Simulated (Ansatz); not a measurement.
# Ta2Nb3B: the cost of one run

Method: DFT PBE, scalar-relativistic, plane waves, PAW, unless a step names another level, in Ansatz 0.2.0.

13 further runs of the same task are left out: 13 set aside as unsound or not needed.

## Step 1: What the formula suggests

Pauling electronegativities: Ta 1.50, Nb 1.60, B 2.04 (spread 0.54). No set of common oxidation states balances it. Tabulated atomic sizes suggest about 14 Å³/atom. 20 candidates were drawn, by swapping species into database cells of other compounds, at random by space group and Wyckoff sites, or by hand, as the table says:

```tsv
name	made from	space group no.	Wyckoff sites	atoms (primitive cell)	V (Å³/atom)
c01	built by hand: bcc-derived ordered octahedral interstitial M5B	139	Ta 4e; Nb 4e, 2a; B 2b	6	16.0
c02	random	164	Ta 2d; Nb 2c, 1a; B 1b	6	18.4
c03	random	191	Ta 2c; Nb 2e, 1a; B 1b	6	17.9
c04	random	123	Ta 2e; Nb 2h, 1b; B 1c	6	16.8
c05	random	99	Ta 2c; Nb 1b, 2c; B 1b	6	18.0
c06	random	123	Ta 2h; Nb 1c, 2f; B 1a	6	16.2
c07	built by hand: vacancy-ordered rocksalt-derived M5B	166	Ta 6c; Nb 3b, 6c; B 3a	6	16.0
c08	database cell of Pr3MgAl2	123	Ta 2g; Nb 2h, 1d; B 1a	6	18.0
c09	database cell of Hf2Sb3Pd	115	Ta 2g; Nb 2g, 1a; B 1b	6	13.9
c10	random	191	Ta 2d; Nb 2c, 1a; B 1b	6	17.7
c11	database cell of Ti2CuSb3	115	Ta 2g; Nb 2g, 1b; B 1a	6	15.1
c12	database cell of Li2CeO3	65	Ta 4j; Nb 4j, 2b; B 2a	6	14.0
c13	built by hand: WC-slab / close-packed metal intergrowth	187	Ta 2h; Nb 2i, 1b; B 1a	6	16.0
c14	database cell of YB2Rh3	191	Ta 2d; Nb 3f; B 1b	6	14.7
c15	random	191	Ta 2d; Nb 3f; B 1a	6	14.6
c16	random	191	Ta 2e; Nb 3g; B 1b	6	16.4
c17	database cell of Li3LaBi2	164	Ta 2d; Nb 2d, 1b; B 1a	6	17.0
c18	database cell of TbSi2Rh3	191	Ta 2c; Nb 3g; B 1a	6	14.7
c19	database cell of Zr3TiCu2	99	Ta 1a, 1b; Nb 1a, 1a, 1b; B 1b	6	18.1
c20	random	191	Ta 2e; Nb 3f; B 1b	6	16.3
```

## Step 2: Screening run of c01

Contents of input.yaml:

```yaml
crystal:
  lattice:
    - [-1.625, 1.625, 9.1]
    - [1.625, -1.625, 9.1]
    - [1.625, 1.625, -9.1]
  atoms:
    - { symbol: Ta, position: [0.795, 0.795, 0.0] }
    - { symbol: Ta, position: [0.205, 0.205, 0.0] }
    - { symbol: Nb, position: [0.615, 0.615, 0.0] }
    - { symbol: Nb, position: [0.385, 0.385, 0.0] }
    - { symbol: Nb, position: [0.0, 0.0, 0.0] }
    - { symbol: B, position: [0.5, 0.5, 0.0] }
basis:
  ecutwfc: 420
kpoints:
  mp_grid: { grid: [7, 7, 7] }
hamiltonian:
  xc: pbe
scf:
  occupations: { method: gaussian, width: 0.2 }
  lower_state_search: "off"
output:
  forces: true
  stress: true
  eigenvalues: true
relax:
  adjacent_minimum: "off"
  f_tol: 0.08
  max_steps: 16
  cell: { stress_tol: 0.8 }
```

Launch:

```bash
> ansatz run input.yaml --threads 1 --pin off --max-ram 2560MiB --backend cpu --events-out ev --progress --plain --runs-dir out
```

What time and memory should one allow on 1 thread of Intel Xeon 6975P-C (Granite Rapids), shared host?

About 25 s, with a peak of 0.51 GiB.
